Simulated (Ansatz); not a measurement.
# TaSi (quartet): from Hartree-Fock to the top rungs, def2-QZVPP

An exercise on one series of results from a longer session: the logs are not shown, and one member is left open.

Method: def2-QZVPP, core rule «outside noble gas», up to 9 orbitals frozen; program: Ansatz 0.2.0, Gaussian basis.

Plan: UHF; ROHF; CCSD(T) on UHF.

## The geometry

The geometry is a PBE0/def2-TZVP stationary point (not a proven minimum). No spin-orbit coupling is included. Elements past krypton take def2 core potentials.

2 atoms, charge 0, spin multiplicity 4.

Atoms are counted from 1 here; the program's logs count them from 0.

Bond lengths: Ta1–Si2 2.341 Å.

As a file:

```xyz
2

Ta    0.0000    0.0000    0.0000
Si    0.0000    0.0000    2.3412
```

The first run:

The input, in.yaml:

```yaml
crystal:
  periodic: [false, false, false]
  atoms:
    - {symbol: Ta, position_ang: [0.000000, 0.000000, 0.000000]}
    - {symbol: Si, position_ang: [0.000000, 0.000000, 2.341200]}
basis:
  gaussian: {orbitals: "def2-QZVPP.json"}
magnetization: {spin_polarized: true, initial_magnetization: 3}
hamiltonian: {xc: hf}
output: {orbitals: {seedname: orbitals}}
```

Started as:

```bash
$ ansatz run in.yaml --threads 1 --pin off --events-out ev --progress --plain --max-ram 2816MiB --backend cpu
```

Steps of the session up to this table: UHF; ROHF; CCSD(T) on UHF.

One table of the session follows, with a row left open; its other results are not shown here.

| method | from UCCSD(T) (meV) |
| --- | --- |
| ROHF | +7306.9 |
| UMP2 | ? |
| UCCSD | +556.6 |
| UCCSD(T) | 0 |

Q: Estimate the row for UMP2 from the others.

As computed: from UCCSD(T) (meV): +1326.7. In the column «from UCCSD(T) (meV)» it lies between UCCSD (+556.6) and ROHF (+7306.9).

Left out of the table: UHF (another determinant or state than the rows shown).

Limits of these values: The determinant of HF (⟨S²⟩ 5.15) is far from a pure spin state, so its energy mixes those of several spin states; that is harmless only where they are near-degenerate. The determinant of CCSD(T) (⟨S²⟩ 4.44) is far from a pure spin state, so its energy mixes those of several spin states; high orders of coupled cluster remove much of that, low ones don't. Warnings: spin contamination; coupled cluster took another determinant than the lowest.
